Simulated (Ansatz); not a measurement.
LiRh3: equation of state with PBE

Crystal: LiRh3.

```
CELL_PARAMETERS angstrom
-1.33030 4.29470 2.32174
1.33030 -4.29470 2.32174
1.33030 4.29470 -2.32174
ATOMIC_POSITIONS crystal
Rh 0.49816 0.99816 0.50000
Rh 0.06114 0.30567 0.75547
Rh 0.55021 0.30567 0.24453
Li 0.98749 0.98749 0.00000
```

The cell comes from a database or a generator and needn't be the stable form of this composition.

```
Program             : Ansatz 0.2.0
Task                : equation of state
Functional          : PBE
Potentials or basis : Ansatz PAW
Cutoff              : 420 eV
Density cutoff      : 1680 eV
k mesh              : 11 × 11 × 11
Occupations         : fermi-dirac, width 0.05 eV
Spin                : no spin polarisation
```

```
Equilibrium volume                        : 13.55 Å³/atom
Bulk modulus at fixed shape and positions : 184 GPa
Pressure derivative of the bulk modulus   : 5.0
```

Energy against volume, from the lowest point:
```
volume (Å³/atom)  energy (meV/atom)
          12.469              58.72
          12.734              32.12
          12.999              14.08
          13.265               3.65
          13.530               0.00
          13.795               2.37
          14.061              10.08
```

All runs of the series together: 110 s on 2 threads of Arm Neoverse V2, on a shared host.

Caveat: the cell was scaled at fixed shape and fractional positions, which overstates the stiffness of a crystal with free parameters, most of all of layers and chains.
